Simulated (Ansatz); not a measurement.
# C₃H₁₁BFN: one species, many methods

The task here is to estimate one member of a computed series from the others.

Program: Ansatz 0.2.0, Gaussian basis. Level of theory: functionals in def2-TZVPP, the program's frozen cores in correlated methods. These are calculated values, not measurements.

Plan: LDA (SPW92), PBE-D4, revPBE-D4, BLYP-D4, r2SCAN-D4, B97M-V, PBE0-D4, B3LYP-D4, r2SCANh-D4, r2SCAN0-D4, HSE06-D4, BHLYP-D4, CAM-B3LYP-D4, LC-ωPBE, ωB97X-V, ωB97M-V, B2PLYP, PBE-QIDH; CCSD(T)/def2-SVP; MP2/def2-TZVPP; MP2/def2-QZVPP; RPA on PBE.

### The relaxed structure

All runs share one geometry, relaxed beforehand with PBE0-D4 in a triple-zeta def2 set.

SMILES `C[NH2+][B-](C)(C)F`, 17 atoms, charge 0, spin multiplicity 1.

Atoms are counted from 1 here; the program's logs count them from 0.

Bond lengths: C1–N2 1.469 Å, C1–H7 1.091 Å, C1–H8 1.088 Å, C1–H9 1.088 Å, N2–B3 1.677 Å, N2–H10 1.015 Å, N2–H11 1.017 Å, B3–C4 1.608 Å, B3–C5 1.606 Å, B3–F6 1.414 Å, C4–H12 1.097 Å, C4–H13 1.094 Å, C4–H14 1.098 Å, C5–H15 1.095 Å, C5–H16 1.097 Å, C5–H17 1.094 Å. Angles: N2–C1–H7 111.5°, N2–C1–H8 108.0°, N2–C1–H9 108.9°, H7–C1–H8 110.0°, H7–C1–H9 109.6°, H8–C1–H9 108.7°, C1–N2–B3 115.6°, C1–N2–H10 110.8°, C1–N2–H11 109.9°, B3–N2–H10 108.4°, B3–N2–H11 105.0°, H10–N2–H11 106.7°, N2–B3–C4 104.9°, N2–B3–C5 108.1°, N2–B3–F6 101.3°, C4–B3–C5 116.0°, C4–B3–F6 112.3°, C5–B3–F6 112.8° and more.

Coordinates:

```xyz
17
C3H11BFN
C    -1.53160   -1.32940   -0.49459
N    -0.10164   -0.99445   -0.45242
B     0.25707    0.61663   -0.15639
C     1.85890    0.70927   -0.26583
C    -0.37560    1.01432    1.26558
F    -0.39305    1.24802   -1.24114
H    -1.69253   -2.35947   -0.81659
H    -2.01819   -0.64284   -1.18471
H    -1.95610   -1.18729    0.49705
H     0.38091   -1.56152    0.23800
H     0.32819   -1.19908   -1.35086
H     2.38357    0.13627    0.50822
H     2.17605    1.74957   -0.14760
H     2.24074    0.37874   -1.24054
H    -1.47063    0.98798    1.27920
H    -0.01544    0.39098    2.09318
H    -0.08953    2.04197    1.50944
```

The first run:

in.yaml reads:

```yaml
crystal:
  periodic: [false, false, false]
  atoms:
    - {symbol: C, position_ang: [-1.531601, -1.329397, -0.494588]}
    - {symbol: N, position_ang: [-0.101644, -0.994447, -0.452422]}
    - {symbol: B, position_ang: [0.257070, 0.616626, -0.156393]}
    - {symbol: C, position_ang: [1.858897, 0.709267, -0.265828]}
    - {symbol: C, position_ang: [-0.375598, 1.014323, 1.265584]}
    - {symbol: F, position_ang: [-0.393054, 1.248017, -1.241138]}
    - {symbol: H, position_ang: [-1.692532, -2.359466, -0.816588]}
    - {symbol: H, position_ang: [-2.018191, -0.642835, -1.184713]}
    - {symbol: H, position_ang: [-1.956100, -1.187287, 0.497051]}
    - {symbol: H, position_ang: [0.380908, -1.561520, 0.238003]}
    - {symbol: H, position_ang: [0.328187, -1.199085, -1.350861]}
    - {symbol: H, position_ang: [2.383570, 0.136266, 0.508219]}
    - {symbol: H, position_ang: [2.176054, 1.749568, -0.147602]}
    - {symbol: H, position_ang: [2.240741, 0.378740, -1.240542]}
    - {symbol: H, position_ang: [-1.470632, 0.987980, 1.279202]}
    - {symbol: H, position_ang: [-0.015443, 0.390976, 2.093180]}
    - {symbol: H, position_ang: [-0.089531, 2.041972, 1.509436]}
basis:
  gaussian: {orbitals: def2-TZVPP}
hamiltonian: {xc: lda}
output: {orbitals: {seedname: orbitals}}
```

On the command line:

```sh
$ ansatz run in.yaml --threads 4 --pin off --events-out ev --progress --plain --max-ram 11315MiB
```

Steps of the session up to this table: LDA; PBE-D4 (GGA); revPBE-D4 (GGA); BLYP-D4 (GGA); r2SCAN-D4 (meta-GGA); B97M-V (meta-GGA); PBE0-D4 (hybrid); B3LYP-D4 (hybrid); r2SCANh-D4 (hybrid); r2SCAN0-D4 (hybrid); HSE06-D4 (hybrid); BHLYP-D4 (hybrid); CAM-B3LYP-D4 (range-separated); LC-ωPBE (range-separated); ωB97X-V (range-separated); ωB97M-V (range-separated); B2PLYP (double hybrid); PBE-QIDH (double hybrid).

One of the session's tables, all rows but one given; the rest of the session is left out.

It belongs to the step «Frontier levels by functional». 

```
  functional  HOMO (eV)  LUMO (eV)  gap (eV)
 LDA (SPW92)      -6.04      -0.73      5.31
      PBE-D4      -5.90      -0.58      5.32
   revPBE-D4      -5.83      -0.49      5.34
     BLYP-D4      -5.83      -0.60      5.23
   r2SCAN-D4          ?          ?         ?
      B97M-V      -6.32      -0.40      5.92
     PBE0-D4      -7.35       0.26      7.61
    B3LYP-D4      -7.15      -0.10      7.05
  r2SCANh-D4      -6.73       0.37      7.11
  r2SCAN0-D4      -7.55       0.72      8.27
    HSE06-D4      -6.94      -0.11      6.83
    BHLYP-D4      -8.75       0.86      9.61
CAM-B3LYP-D4      -8.81       1.00      9.81
     LC-ωPBE     -10.11       2.35     12.45
     ωB97X-V      -9.79       2.11     11.90
     ωB97M-V      -9.68       1.66     11.34
```

**Question.** Estimate the row for r2SCAN-D4.

Worked estimate for «HOMO (eV)». Against the share of exact exchange, r2SCANh-D4 (0.1, -6.73), r2SCAN0-D4 (0.25, -7.55) give a slope of -5.47 per unit share; at 0 the line stands at -6.18.

As computed: HOMO (eV): -6.19; LUMO (eV): 0.13; gap (eV): 6.32. In «HOMO (eV)» the line misses by +0.01.
